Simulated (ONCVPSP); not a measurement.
**Tellurium: generating and testing an ONCV potential**

Aim: build the potential from the settings below, then test how well it stands in for the atom: other configurations, scattering, ghost states and the plane-wave cutoff that it needs.

The numbers are computed with ONCVPSP 4.0.1 (PBEsol, scalar-relativistic, spin-unpolarised reference atom).

## 1. Settings

Typed settings, in words:

```
element                 : tellurium (Te, Z = 52)
type                    : optimised norm-conserving Vanderbilt (ONCV)
frozen core             : [Ar] 3d10
valence charge          : 24
reference configuration : 4s2 4p6 4d10 5s2 5p4
partial waves           : 4s+5s: rc 1.15 bohr, ncon 3, nbas 8, qcut 10.9 1/bohr, 2 projectors; 4p+5p: rc 1.30 bohr, ncon 4, nbas 8, qcut 10.2 1/bohr, 2 projectors; 4d: rc 1.05 bohr, ncon 5, nbas 9, qcut 7.7 1/bohr, 2 projectors, debl 2.9 Ha
local potential         : polynomial inside 1.00 bohr (lpopt 5, dvloc0 -1 Ha)
core correction         : not asked for
```

The outer shells as boxes (Hund's rule for the drawing; the calculation is spin-unpolarised):

```
[Ar] core
3d [↑↓][↑↓][↑↓][↑↓][↑↓]
4s [↑↓]
4p [↑↓][↑↓][↑↓]
4d [↑↓][↑↓][↑↓][↑↓][↑↓]
5s [↑↓]
5p [↑↓][↑ ][↑ ]
```

The nodes and maxima of the atom's own shells, from an earlier all-electron run, set the scale for the radii.

All-electron outer shells of the reference configuration (PBEsol, scalar-relativistic, ld1.x):

```json
{"shell": "3p", "level (eV)": "-803.56", "outermost node (bohr)": "0.13", "outermost maximum (bohr)": "0.29"}
{"shell": "3d", "level (eV)": "-560.00", "outermost node (bohr)": "–", "outermost maximum (bohr)": "0.24"}
{"shell": "4s", "level (eV)": "-164.15", "outermost node (bohr)": "0.38", "outermost maximum (bohr)": "0.70"}
{"shell": "4p", "level (eV)": "-114.23", "outermost node (bohr)": "0.38", "outermost maximum (bohr)": "0.74"}
{"shell": "4d", "level (eV)": "-41.59", "outermost node (bohr)": "0.36", "outermost maximum (bohr)": "0.81"}
{"shell": "5s", "level (eV)": "-15.15", "outermost node (bohr)": "0.91", "outermost maximum (bohr)": "1.80"}
{"shell": "5p", "level (eV)": "-5.97", "outermost node (bohr)": "1.00", "outermost maximum (bohr)": "2.17"}
```

## 2. The generation run

Te.dat reads:

```
# ATOM AND REFERENCE CONFIGURATION
# atsym  z   nc   nv     iexc    psfile
  Te 52.00    6    5  -116133      upf
#
#   n    l    f
    1    0    2.00
    2    0    2.00
    2    1    6.00
    3    0    2.00
    3    1    6.00
    3    2   10.00
    4    0    2.00
    4    1    6.00
    4    2   10.00
    5    0    2.00
    5    1    4.00
#
# PSEUDOPOTENTIAL AND OPTIMIZATION
# lmax
    2
#
#   l,   rc,      ep,       ncon, nbas, qcut
    0    1.15    0.00    3    8   10.90
    1    1.30    0.00    4    8   10.20
    2    1.05    0.00    5    9    7.70
#
# LOCAL POTENTIAL
# lloc, lpopt,  rc(5),   dvloc0
    4    5    1.00   -1.00
#
# VANDERBILT-KLEINMAN-BYLANDER PROJECTORs
# l, nproj, debl
    0    2    1.50
    1    2    3.50
    2    2    2.90
#
# MODEL CORE CHARGE
# icmod, fcfact, rcfact
    0    0.00    0.00
#
# LOG DERIVATIVE ANALYSIS
# epsh1, epsh2, depsh
   -8.00    5.00    0.04
#
# OUTPUT GRID
# rlmax, drl
    6.00    0.01
#
# TEST CONFIGURATIONS
# ncnf
    4
# nvcnf
#   n    l    f
    5
    4    0    2.00
    4    1    6.00
    4    2   10.00
    5    0    2.00
    5    1    3.00
#
    5
    4    0    2.00
    4    1    6.00
    4    2   10.00
    5    0    2.00
    5    1    2.00
#
    5
    4    0    2.00
    4    1    6.00
    4    2   10.00
    5    0    2.00
    5    1    1.00
#
    5
    4    0    2.00
    4    1    6.00
    4    2    9.00
    5    0    2.00
    5    1    4.00
#
```

Started as:

```bash
$ oncvpsp.x < Te.dat > Te.out
```

What does the calculation give? Wanted: cutoffs for 1 and 0.1 mHa per electron, occupied waves; bound ghosts; GHOST(+) flags; largest test error; largest phase difference near zero energy, channels read.

As calculated:

| quantity | value |
| --- | --- |
| cutoffs for 1 and 0.1 mHa per electron, occupied waves | 228 Ha and 268 Ha |
| bound ghosts | none found |
| GHOST(+) flags | s at 355 eV (1 near or above the test basis's cutoff) |
| largest test error (AE − PS) | -13 meV, for 4s2 4p6 4d10 5s2 5p1 |
| largest phase difference near zero energy, channels read | 0.000 rad |

What this shows: The worst unpolarised test, 4s2 4p6 4d10 5s2 5p1, is off by 13 meV on 54.7 eV; by total energies transferability rates as good. By its cutoff, 228 Ha for the looser tolerance, it is very hard. At the looser tolerance the 4d wave is the slowest; 4s needs 44 Ha. It is free of bound ghosts as far as tested. Near zero energy the phases of the channels with partial waves agree within 0.001 rad. The program also flags highly localised states, GHOST(+) (s).
